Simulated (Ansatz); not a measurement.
# C₂H₇GeNSi: up Jacob's ladder to CCSD(T)

The task here is to estimate one member of a computed series from the others.

Program: Ansatz 0.2.0, Gaussian basis. Level of theory: functionals in def2-TZVPP, the program's frozen cores in correlated methods. These are calculated values, not measurements.

The runs, in order: PBE-D4, r2SCAN-D4, PBE0-D4, B3LYP-D4, ωB97X-V, ωB97M-V, B2PLYP; CCSD(T)/def2-TZVPP; MP2/def2-QZVPP; extrapolation to the limit.

## The relaxed structure

The geometry comes from an earlier relaxation with PBE0-D4 in a triple-zeta def2 set; it is a stationary point, not always the lowest conformer.

SMILES `C[SiH]([GeH3])C#N`, 12 atoms, charge 0, spin multiplicity 1.

Atoms are counted from 1 here; the program's logs count them from 0.

Bond lengths: C1–Si2 1.865 Å, C1–H6 1.092 Å, C1–H7 1.092 Å, C1–H8 1.092 Å, Si2–Ge3 2.380 Å, Si2–C4 1.855 Å, Si2–H9 1.485 Å, Ge3–H10 1.538 Å, Ge3–H11 1.536 Å, Ge3–H12 1.534 Å, C4–N5 1.153 Å. Angles: Si2–C1–H6 110.7°, Si2–C1–H7 110.6°, Si2–C1–H8 110.1°, H6–C1–H7 108.5°, H6–C1–H8 108.4°, H7–C1–H8 108.5°, C1–Si2–Ge3 113.5°, C1–Si2–C4 108.2°, C1–Si2–H9 111.8°, Ge3–Si2–C4 106.5°, Ge3–Si2–H9 110.8°, C4–Si2–H9 105.5°, Si2–Ge3–H10 109.2°, Si2–Ge3–H11 109.7°, Si2–Ge3–H12 110.6°, H10–Ge3–H11 108.7°, H10–Ge3–H12 109.1°, H11–Ge3–H12 109.4° and more.

The first run:

Contents of in.yaml:

```yaml
crystal:
  periodic: [false, false, false]
  atoms:
    - {symbol: C, position_ang: [-1.678107, 0.615715, -0.214516]}
    - {symbol: Si, position_ang: [0.126814, 0.317487, -0.578331]}
    - {symbol: Ge, position_ang: [1.010170, -1.605915, 0.510459]}
    - {symbol: C, position_ang: [1.093585, 1.770003, 0.051723]}
    - {symbol: N, position_ang: [1.695805, 2.654970, 0.479212]}
    - {symbol: H, position_ang: [-1.844598, 0.708625, 0.860336]}
    - {symbol: H, position_ang: [-2.021830, 1.531908, -0.698703]}
    - {symbol: H, position_ang: [-2.278395, -0.218253, -0.585376]}
    - {symbol: H, position_ang: [0.393869, 0.267469, -2.037923]}
    - {symbol: H, position_ang: [0.270231, -2.857339, 0.008267]}
    - {symbol: H, position_ang: [0.801789, -1.484717, 2.027488]}
    - {symbol: H, position_ang: [2.507667, -1.755153, 0.211364]}
basis:
  gaussian: {orbitals: def2-TZVPP}
hamiltonian: {xc: pbe, dispersion: d4}
output: {forces: true, orbitals: {seedname: orbitals}}
```

Command:

```sh
$ ansatz run in.yaml --threads 4 --pin off --events-out ev --progress --plain --max-ram 10444MiB
```

Among the steps run: PBE-D4 (GGA); r2SCAN-D4 (meta-GGA); PBE0-D4 (hybrid); B3LYP-D4 (hybrid); ωB97X-V (range-separated); ωB97M-V (range-separated); B2PLYP (double hybrid); CCSD(T) in def2-TZVPP; MP2 in def2-QZVPP.

One table of the session follows, with a row left open; its other results are not shown here.

| method | atomisation energy (eV) |
| --- | --- |
| PBE-D4 | 45.042 |
| r2SCAN-D4 | 44.415 |
| PBE0-D4 | 44.310 |
| B3LYP-D4 | 44.421 |
| ωB97X-V | 44.687 |
| ωB97M-V | 44.449 |
| B2PLYP | 44.003 |
| HF/def2-TZVPP | 32.088 |
| MP2/def2-TZVPP | 43.849 |
| CCSD/def2-TZVPP | 42.727 |
| CCSD(T)/def2-TZVPP | 43.427 |
| MP2/CBS | ? |
| CCSD(T)/CBS | 44.485 |

**Question.** Estimate the row for MP2/CBS.

The run gave: atomisation energy (eV): 44.908. In the column «atomisation energy (eV)» it lies between ωB97X-V (44.687) and PBE-D4 (45.042).
